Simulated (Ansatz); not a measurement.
**Li+ with CH3I: structure and interaction energy**

One table from this session's results is given with a row withheld; the runs are named, their logs left out.

Computed with Ansatz 0.2.0, Gaussian basis. Level: PBE0-D4 structure, single points in def2-TZVPPD.

Levels: PBE-D4, revPBE-D4, BLYP-D4, r2SCAN-D4, B97M-V, PBE0-D4, B3LYP-D4, HSE06-D4, wB97X-V, wB97M-V, B2PLYP, Hartree-Fock, MP2, CCSD, CCSD(T). The reference is CCSD(T) extrapolated to the basis limit. For elements past Ar these valence bases correlate outer-core shells poorly, so that limit is rough.

Correlated methods freeze the cores. Filled d shells of the heavier atoms are correlated. Core potentials replace the inner electrons past krypton, and spin-orbit coupling is left out. The outer core shell of Li, Na, Mg and K is correlated. B3LYP uses VWN-RPA correlation. B2PLYP carries no dispersion term here.

164 further runs of the same task are left out: 1 that didn't finish, 163 set aside as unsound or not needed.

## Where the work starts

The pair, from a GFN2-xTB docking trial: 6 atoms, charge 1, spin multiplicity 1.

Atoms are counted from 1 here; the program's logs count them from 0.

Bond lengths: Li1–I3 2.718 Å, C2–I3 2.172 Å, C2–H4 1.085 Å, C2–H5 1.086 Å, C2–H6 1.085 Å. Angles: I3–C2–H4 107.6°, I3–C2–H5 106.9°, I3–C2–H6 108.5°, H4–C2–H5 110.8°, H4–C2–H6 111.6°, H5–C2–H6 111.2°, Li1–I3–C2 121.1°.

As a file:

```xyz
6
CH3ILi
Li    0.20470   -0.01750   -3.38880
C    -0.19170    0.00500    0.86050
I     1.15620   -0.01820   -0.84240
H    -0.25000   -1.00690    1.24630
H     0.24130    0.67490    1.59690
H    -1.16060    0.36270    0.52750
```

Atoms 1 to 1 are fragment A (Li+), the rest fragment B (CH3I).

Set-up of the first run:

Contents of pre/in.yaml:

```yaml
crystal:
  periodic: [false, false, false]
  atoms:
    - {symbol: Li, position_ang: [0.204700, -0.017500, -3.388800]}
    - {symbol: C, position_ang: [-0.191700, 0.005000, 0.860500]}
    - {symbol: I, position_ang: [1.156200, -0.018200, -0.842400]}
    - {symbol: H, position_ang: [-0.250000, -1.006900, 1.246300]}
    - {symbol: H, position_ang: [0.241300, 0.674900, 1.596900]}
    - {symbol: H, position_ang: [-1.160600, 0.362700, 0.527500]}
basis:
  gaussian: {orbitals: def2-SVP}
total_charge: 1
hamiltonian: {xc: pbe, dispersion: d4}
relax: {f_tol: 0.03, max_steps: 250}
```

The run is started by

```sh
ansatz run in.yaml --threads 2 --pin off --events-out ev --progress --plain --max-ram 5222MiB
```

Steps of the session up to this table: A first relaxation in a small basis; Relaxation at PBE0-D4; wB97X-V/def2-TZVPPD; wB97M-V/def2-TZVPPD; B2PLYP/def2-TZVPPD; B97M-V/def2-TZVPPD; CCSD(T)/def2-TZVPPD; SPW92/def2-SVP; wB97M-V/def2-SVP; CCSD(T)/def2-SVP; Vibrations of the pair.

One of the session's tables, all rows but one given; the rest of the session is left out.

| method | interaction (meV) |
| --- | --- |
| PBE-D4 | -1087 |
| revPBE-D4 | -1067 |
| BLYP-D4 | -1081 |
| r2SCAN-D4 | -984 |
| B97M-V | -1008 |
| PBE0-D4 | -1076 |
| B3LYP-D4 | -1080 |
| HSE06-D4 | -1077 |
| wB97X-V | -1030 |
| wB97M-V | -1025 |
| B2PLYP | -1025 |
| Hartree-Fock | -993 |
| MP2 | -945 |
| CCSD | ? |
| CCSD(T) | -947 |
| CCSD(T)/CBS | -1011 |

Estimate the missing values for CCSD.

**Answer.** interaction (meV): -951. In the column «interaction (meV)» it lies between r2SCAN-D4 (-984) and CCSD(T) (-947).
